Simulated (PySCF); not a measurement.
# A diatomic session: ZnGe

The task here is to estimate one member of a computed series from the others.

Method: Zn pcseg-1, Ge pcseg-1, no relativity; program: PySCF 2.14.0.

Set-up of the first run:

The job is set up so:

```json
{"atoms": "Zn, Ge", "charge": "0", "basis": "Zn pcseg-1, Ge pcseg-1", "Hamiltonian": "no relativity", "basis functions": "58", "electrons treated": "62", "masses in u": "63.9291, 73.9212", "levels": "PBE0, PBE, r²SCAN, r²SCAN0, TPSS, BLYP, LC-ωPBE, HF, MP2, SCS-MP2", "grid": "80 radial by 434 angular points", "occupations": "held fixed by the projection of orbital angular momentum", "dissociation limit": "Zn + Ge, each in its ground configuration", "starting distance in angstrom": "2.350", "values of 2S to try": "0, 2"}
```

Launch:

```sh
OMP_NUM_THREADS=1 python dia.py task.json out
```

Among the steps run: Input; The PBE0 curve of the state that the search chose; Excited determinants; PBE; r²SCAN; r²SCAN0 (hybrid meta-GGA); TPSS (meta-GGA); BLYP; LC-ωPBE (range-separated hybrid); ROHF.

One of the session's tables, all rows but one given; the rest of the session is left out.

| level | Re (Å) | ωe (cm⁻¹) | De (eV) | μ (D) |
| --- | --- | --- | --- | --- |
| ROHF | ? | ? | ? | ? |
| ROHF-MP2 | 2.459 | 190.6 | 0.74 | n/a |
| ROHF-SCS-MP2 | 2.505 | 171.6 | 0.58 | n/a |
| PBE | 2.456 | 193.1 | 0.90 | -2.65 |
| BLYP | 2.509 | 170.9 | 0.63 | -2.42 |
| TPSS | 2.440 | 197.2 | 0.92 | -2.83 |
| r²SCAN | 2.409 | 211.2 | 1.00 | -2.90 |
| PBE0 | 2.468 | 187.3 | 0.81 | -2.94 |
| r²SCAN0 | 2.435 | 200.3 | 0.87 | -3.07 |
| LC-ωPBE | 2.461 | 182.4 | 0.64 | -3.15 |

Estimate the missing values for ROHF.

**Answer.** Re (Å): 2.822; ωe (cm⁻¹): 82.6; De (eV): 0.115; μ (D): -2.64. In the column «Re (Å)» it is the highest.

De is counted to Zn + Ge in their ground configurations. A positive dipole means Zn(−)Ge(+).

Time per point (s) on 1 thread of Arm Neoverse V1, shared host (CPU time, shared integrals of 0.53 s apart; correlated levels include their reference); the times are rough: ROHF 0.17, ROHF-MP2 0.39, ROHF-SCS-MP2 0.39, PBE 1.1, BLYP 0.75, TPSS 1.5, r²SCAN 1.6, PBE0 1.8, r²SCAN0 2, LC-ωPBE 1.9.

To keep in mind: Lowest PBE0 solution found, without spin–orbit coupling: ³Σ⁻ (triplet), unpaired electrons π ↑↑. Warnings in the runs' records: inverted.
